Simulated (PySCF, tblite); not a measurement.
# C2H8ClSi4 radical: geometry, infrared bands and EPR parameters

Aim: predict the infrared bands and EPR parameters of C2H8ClSi4 radical (`C=[C][Si@@H]1[SiH2][SiH2][Si@H]1Cl`).

The runs use tblite 0.8.0 and PySCF 2.14.0, with density-fitted response routines of our own; the level of theory stands in each step. All values are computed, except where a source is named. Atoms are numbered from 0 throughout.

**1. The starting structure**

15 atoms, charge 0, multiplicity 2; geometry from: force field or distance geometry start.

Bonds of the start (Å): C0–C1 1.33, C1–Si2 1.81, Si2–Si3 2.27, Si3–Si4 2.25, Si4–Si5 2.23, Si5–Cl6 2.08, Si5–Si2 2.26, C0–H7 1.09, C0–H8 1.08, Si2–H9 1.45, Si3–H10 1.44, Si3–H11 1.47, Si4–H12 1.49, Si4–H13 1.47, Si5–H14 1.46.

**2. Geometry optimisation with GFN2-xTB**

What the job is given:

```
{"job": {"kind": "relax", "xc": "GFN2-xTB", "basis": "xTB"}, "charge": 0, "multiplicity": 2}
C      3.009900    -0.331500    -0.804100
C      2.263800    -0.037800     0.258300
Si     0.565800    -0.583300     0.553300
Si    -0.806400    -0.441200    -1.243400
Si    -2.366200     0.310200     0.194500
Si    -0.678300     1.098800     1.415400
Cl    -0.943400     0.974700     3.477500
H      2.627900    -0.928700    -1.630700
H      4.026400     0.024000    -0.904300
H      0.406700    -1.823200     1.292700
H     -0.411400     0.507000    -2.255600
H     -1.150300    -1.742400    -1.845700
H     -3.075100    -0.763200     0.937100
H     -3.240200     1.344500    -0.377300
H     -0.233600     2.399900     0.910400
```

Run with:

```
$ OMP_NUM_THREADS=1 python probes_run.py task.json out
```

This one command runs all jobs of the session in turn.

What it wrote:

```text
step      E/eV     max force
  0    -534.85072    2.394
  1    -535.06083    1.552
  2    -535.15096    0.971
  3    -535.21096    0.719
  4    -535.34954    0.754
  5    -535.41823    0.627
  6    -535.47527    0.579
  7    -535.52710    0.538
  8    -535.58220    0.502
  9    -535.62054    0.551
 10    -535.64639    0.433
 11    -535.66219    0.265
 12    -535.67053    0.237
 13    -535.67826    0.279
 14    -535.68730    0.272
 15    -535.69665    0.235
 16    -535.70516    0.263
 17    -535.71291    0.249
 18    -535.72003    0.245
 19    -535.72738    0.204
 20    -535.73394    0.163
 21    -535.73828    0.168
 22    -535.74194    0.166
 23    -535.74604    0.186
 24    -535.75076    0.178
 25    -535.75635    0.200
 26    -535.76179    0.212
 27    -535.76614    0.161
 28    -535.76928    0.151
 29    -535.77177    0.154
 30    -535.77415    0.163
 31    -535.77688    0.152
 32    -535.78029    0.148
 33    -535.78420    0.169
 34    -535.78799    0.179
 35    -535.79207    0.225
 36    -535.79725    0.240
 37    -535.80268    0.186
 38    -535.80707    0.170
 39    -535.80986    0.145
 40    -535.81202    0.105
 41    -535.81439    0.132
 42    -535.81811    0.185
 43    -535.82369    0.193
 44    -535.82722    0.161
 45    -535.82966    0.160
 46    -535.83231    0.154
 47    -535.83538    0.202
 48    -535.83844    0.177
 49    -535.84109    0.132
 50    -535.84364    0.140
 51    -535.84691    0.178
 52    -535.85131    0.205
 53    -535.85571    0.204
 54    -535.85834    0.155
 55    -535.85984    0.147
 56    -535.86147    0.089
 57    -535.86234    0.060
 58    -535.86307    0.060
 59    -535.86398    0.086
 60    -535.86500    0.103
 61    -535.86615    0.100
 62    -535.86730    0.096
 63    -535.86829    0.077
 64    -535.86903    0.059
 65    -535.86965    0.064
 66    -535.87025    0.057
 67    -535.87096    0.065
 68    -535.87184    0.065
 69    -535.87275    0.061
 70    -535.87351    0.071
 71    -535.87415    0.049
 72    -535.87471    0.058
 73    -535.87514    0.055
 74    -535.87563    0.064
 75    -535.87629    0.077
 76    -535.87716    0.089
 77    -535.87829    0.099
 78    -535.87956    0.081
 79    -535.88057    0.085
 80    -535.88125    0.105
 81    -535.88173    0.048
 82    -535.88221    0.072
 83    -535.88266    0.051
 84    -535.88318    0.049
 85    -535.88364    0.067
 86    -535.88423    0.055
 87    -535.88456    0.037
 88    -535.88486    0.033
 89    -535.88508    0.030
 90    -535.88527    0.028
 91    -535.88544    0.032
 92    -535.88566    0.046
 93    -535.88601    0.066
 94    -535.88654    0.067
 95    -535.88711    0.047
 96    -535.88751    0.040
 97    -535.88772    0.027
 98    -535.88785    0.027
 99    -535.88798    0.032
100    -535.88817    0.038
101    -535.88846    0.048
102    -535.88889    0.068
103    -535.88937    0.060
104    -535.88975    0.048
105    -535.89001    0.051
106    -535.89028    0.066
107    -535.89060    0.050
108    -535.89100    0.078
109    -535.89138    0.074
110    -535.89172    0.086
111    -535.89219    0.100
112    -535.89288    0.076
113    -535.89346    0.049
114    -535.89372    0.024
115    -535.89384    0.021
116    -535.89394    0.030
117    -535.89407    0.035
118    -535.89426    0.033
119    -535.89454    0.037
120    -535.89493    0.053
121    -535.89534    0.053
122    -535.89565    0.049
123    -535.89588    0.043
124    -535.89607    0.037
125    -535.89627    0.034
126    -535.89643    0.025
127    -535.89658    0.033
128    -535.89673    0.043
129    -535.89692    0.039
130    -535.89715    0.040
131    -535.89732    0.036
132    -535.89742    0.023
133    -535.89748    0.020
134    -535.89753    0.019
135    -535.89761    0.021
136    -535.89770    0.026
137    -535.89782    0.028
138    -535.89796    0.029
139    -535.89810    0.029
140    -535.89820    0.024
141    -535.89825    0.018
142    -535.89829    0.012
143    -535.89832    0.013
144    -535.89834    0.010
145    -535.89836    0.013
146    -535.89839    0.018
147    -535.89844    0.021
148    -535.89854    0.028
149    -535.89867    0.031
150    -535.89881    0.034
151    -535.89891    0.024
152    -535.89896    0.014
153    -535.89898    0.014
154    -535.89900    0.013
155    -535.89902    0.013
156    -535.89904    0.013
157    -535.89909    0.021
158    -535.89915    0.030
159    -535.89922    0.033
160    -535.89928    0.027
161    -535.89933    0.015
162    -535.89935    0.010
163    -535.89936    0.008
```

Wall time 1.6 s (1 thread of Arm Neoverse V2, shared host).

Along the way: (not every step is listed)

```csv
step,energy from step 0 (eV),largest force (eV/Å)
0,0.0000,2.3937
1,-0.2101,1.5519
2,-0.3002,0.9710
3,-0.3602,0.7190
4,-0.4988,0.7541
5,-0.5675,0.6265
6,-0.6245,0.5791
7,-0.6764,0.5380
8,-0.7315,0.5023
23,-0.8953,0.1865
38,-0.9563,0.1703
53,-1.0050,0.2042
68,-1.0211,0.0653
83,-1.0319,0.0510
98,-1.0371,0.0275
113,-1.0427,0.0491
128,-1.0460,0.0427
143,-1.0476,0.0125
158,-1.0484,0.0302
159,-1.0485,0.0327
160,-1.0486,0.0274
161,-1.0486,0.0153
162,-1.0486,0.0105
163,-1.0486,0.0079
```

Close pairs (by a distance rule), those that changed most:

```csv
bond,before (Å),after (Å),change (Å)
Si2–Si3,2.265,2.424,+0.159
Si4–Si5,2.227,2.361,+0.133
Si2–Si5,2.263,2.387,+0.124
Si3–Si4,2.251,2.362,+0.111
C0–C1,1.331,1.299,-0.032
Si3–H10,1.442,1.470,+0.028
Si2–H9,1.452,1.473,+0.021
Si5–Cl6,2.083,2.063,-0.020
```

The final coordinates are the input of the step that follows.

**3. Harmonic vibrations with GFN2-xTB**

What the job is given:

```
{"job": {"kind": "ir", "xc": "GFN2-xTB", "basis": "xTB"}, "charge": 0, "multiplicity": 2}
C      3.215781     0.094270    -0.914991
C      2.272976    -0.205130    -0.073005
Si     0.647803    -0.777307     0.446739
Si    -1.216887    -1.005635    -1.085240
Si    -2.356647     0.739012     0.025849
Si    -0.587070     0.924121     1.577654
Cl    -1.187242     0.326378     3.458392
H      3.167003    -0.113465    -1.982444
H      4.141335     0.565836    -0.602589
H      0.916341    -2.003169     1.218167
H     -0.873661    -0.777677    -2.496412
H     -1.849890    -2.333565    -1.144669
H     -3.703312     0.414207     0.514035
H     -2.589061     1.918931    -0.819436
H     -0.001882     2.241183     1.856038
```

What it wrote:

```text
mode    cm-1     km/mol
  1      31.4      0.18
  2      59.9      0.18
  3      61.4      0.81
  4     100.3      1.58
  5     120.2      1.86
  6     165.5      8.01
  7     195.1     15.89
  8     229.3      2.54
  9     276.3     20.59
 10     288.7      4.87
 11     299.0      6.42
 12     321.3      5.45
 13     359.2     15.37
 14     362.0      6.01
 15     387.4     13.89
 16     398.0      4.03
 17     417.4      3.66
 18     452.4      3.04
 19     475.1    116.28
 20     534.6    214.95
 21     552.7    203.51
 22     575.6    359.89
 23     617.1     59.29
 24     639.7     98.23
 25     741.9      3.52
 26     824.7    252.15
 27     850.3    252.67
 28     876.4     33.86
 29     931.0      2.08
 30    1385.9      5.30
 31    1757.9    211.88
 32    2134.0    126.80
 33    2149.5    138.37
 34    2157.6    145.53
 35    2174.5    601.18
 36    2180.5    378.32
 37    2192.2    268.60
 38    2910.9     43.55
 39    2986.2     53.65
```

It took 0.75 s on 1 thread of Arm Neoverse V2, shared host.

Which atoms move in the most intense modes:

```csv
cm⁻¹,km/mol,atoms
535,214.9,"H14 42 %, H9 20 %"
576,359.9,"H13 32 %, H12 31 %"
825,252.2,"H12 35 %, H13 34 %, H10 14 %, H11 13 %"
850,252.7,"H10 34 %, H11 33 %, H12 13 %, H13 13 %"
1758,211.9,"C1 60 %, C0 38 %"
2174,601.2,"H13 47 %, H11 23 %, H12 13 %"
2180,378.3,"H10 62 %, H13 25 %"
2192,268.6,"H12 69 %, H10 16 %"
```

**4. g tensor and hyperfine couplings: B3LYP/pcH-1**

Settings changed since step 3:

```diff
@@ -1,2 +1,2 @@
-{"job": {"kind": "ir", "xc": "GFN2-xTB", "basis": "xTB"}, "charge": 0, "multiplicity": 2}
+{"job": {"kind": "epr", "basis": "pcH-1"}, "charge": 0, "multiplicity": 2}
 C      3.215781     0.094270    -0.914991
```

Method: UKS B3LYP, pcH-1 on C Cl H Si, non-relativistic, mean-field spin-orbit, GIAO.

What it wrote:

```text
UKS, coarse grid
  cycle   1  E = -1699.14718931  |g| = 3.55e-01
  cycle   2  E = -1699.09099734  |g| = 4.41e-01
  cycle   3  E = -1699.20315559  |g| = 6.66e-02
  cycle   4  E = -1699.20557523  |g| = 3.54e-02
  cycle   5  E = -1699.20621896  |g| = 1.45e-02
  cycle   6  E = -1699.20636403  |g| = 5.65e-03
  cycle   7  E = -1699.20639619  |g| = 1.94e-03
  cycle   8  E = -1699.20640488  |g| = 8.81e-04
UKS, final grid
  cycle   1  E = -1699.20635791  |g| = 8.09e-04
  cycle   2  E = -1699.20635839  |g| = 9.57e-04
  cycle   3  E = -1699.20635901  |g| = 2.40e-04
  cycle   4  E = -1699.20635929  |g| = 2.23e-04
  cycle   5  E = -1699.20635933  |g| = 5.47e-05
  cycle   6  E = -1699.20635933  |g| = 9.30e-06
E = -1699.20635933 Eh   <S^2> = 0.7594 (exact 0.7500)
g shifts (ppm)      1          2          3
  rmc          -137       -137       -137
  gc             15         15         12
  oz_so        -386         22       1008
  total        -508       -101        882
hyperfine (MHz)  atom isotope    a_iso     a_fc   dipolar eigenvalues
    0   13C     -41.34     -41.34    -15.22      3.46     11.76
    1   13C     146.39     146.53    -73.79    -57.15    130.94
    2  29Si      13.51      13.59     -7.76     -1.68      9.44
    3  29Si     -85.65     -85.81    -25.06     12.14     12.92
    4  29Si      -0.02      -0.06     -3.67      1.67      2.00
    5  29Si     -39.59     -39.63     -5.51      2.54      2.97
    6  35Cl      -0.09      -0.09     -0.32     -0.19      0.52
    7    1H     173.83     173.83     -4.33     -2.13      6.46
    8    1H     143.35     143.35     -5.33     -3.90      9.23
    9    1H       9.07       9.07     -3.87     -2.46      6.33
   10    1H      -5.80      -5.80     -2.12     -0.52      2.63
   11    1H      11.95      11.95     -1.96     -0.13      2.09
   12    1H      -1.16      -1.16     -0.70     -0.20      0.90
   13    1H       0.14       0.14     -0.55     -0.29      0.84
   14    1H       1.99       1.99     -1.47     -1.01      2.48
```

Wall time 2.2 min (1 thread of Arm Neoverse V2, shared host); peak memory 1.2 GiB.

Principal g values 2.00181, 2.00222, 2.00320; g(iso) = 2.00241, against 2.00232 for a free electron.

Hyperfine couplings, nucleus by nucleus at this fixed geometry (no averaging over rotations):

```csv
nuclei,isotope,a(iso) (MHz),"a(iso) (G, at g = 2.0023)",largest dipolar term (MHz)
H7,1H,173.8,62.0,6.5
C1,13C,146.4,52.2,130.9
H8,1H,143.3,51.1,9.2
Si3,29Si,-85.6,-30.6,-25.1
C0,13C,-41.3,-14.8,-15.2
Si5,29Si,-39.6,-14.1,-5.5
Si2,29Si,13.5,4.8,9.4
H11,1H,12.0,4.3,2.1
H9,1H,9.1,3.2,6.3
H10,1H,-5.8,-2.1,2.6
H14,1H,2.0,0.7,2.5
H12,1H,-1.2,-0.4,0.9
H13,1H,0.1,0.0,0.8
Cl6,35Cl,-0.1,0.0,0.5
```

Mulliken spin populations:

C0 -0.17; C1 0.92; Si2 -0.05; Si3 0.11; Si4 0.02; Si5 0.02; Cl6 0.00; H7 0.08; H8 0.06; H9 0.00; H10 0.00; H11 0.01; H12 0.00; H13 0.00; H14 0.00

In first order the couplings over 0.8 MHz of 1H give 128 distinct lines over 123.8 G.

Orbitals, density, ELF and potential are computed afterwards from the orbital file.

ELF in a plane through or near 6 of the atoms.

Ten even steps from ' ' (0.00) to '@' (1.00):
```
                                                        
                                                        
                                                        
                          ..::                          
                        ..++@@%%::                      
                        ..**@@@@++::..                  
        --==..  ..--..  ..==++::..::--                  
      ++@@@@%%..::**++....==::..::**%%==..              
      ##@@@@@@++####**--::++++--%%@@@@++==####++        
      --%%@@##::%%##**++::::....##--::..%%@@@@@@--      
        ::++++--****++==::::  ..++..##--%%@@@@@@++      
        ::%%@@@@++........----==@@##....%%@@@@@@--      
        ==@@@@@@**      ..----::%%@@%%==--++**==        
        ..**@@%%::      --%%%%++==****::..              
                      ..@@@@@@@@++::::                  
                      ::@@@@@@@@++..                    
                        ##@@@@%%::                      
                          ::--..                        
                                                        
                                                        
```
The map spans 13.4 Å across and 10.9 Å up, centred on the molecule. Atoms in the plane (x, y in Å): C0 (-3.3, 0.0), Si4 (2.4, -0.2), H7 (-3.5, -1.0), H8 (-4.1, 0.7), H10 (0.2, -2.7), H12 (3.7, -0.3).

On the surface of density 0.002 e/bohr³ the electrostatic potential runs, from the 1st to the 99th percentile, from -0.59 V near Cl6 to 1.70 V near Si5.

The spin density lies nearest to C1 64 %; Si3 6 %; C0 6 % (beta excess); H7, H8 about 6 % each.

**5. What came out**

| quantity | value |
| --- | --- |
| strongest single infrared mode (GFN2-xTB) | 2174 cm⁻¹, 601 km/mol |
| zero-point energy (GFN2-xTB) | 48.9 kcal/mol |
| g(iso) (B3LYP) | 2.00241 |
| ⟨S²⟩ | 0.759 (exact 0.75) |
| largest a(iso) | 1H on H7, 173.8 MHz |
| surface potential, 1st and 99th percentile | -0.59 V and 1.70 V |

In words: The optimisation took 163 steps and gained 1.049 eV; among the close pairs (by a distance rule), Si2–Si3 changed most, from 2.265 to 2.424 Å. No mode is imaginary among the 39: a minimum at this level. The strongest single mode, at 2174 cm⁻¹, is carried by H13, H11, H12. GFN2-xTB is a fitted tight-binding method: band positions and strengths are rough. Its intensities can rank the bands wrongly. Most of the unpaired spin sits on C1 (0.92 e). The isotropic g lies 0.1 ppt above the free-electron value.
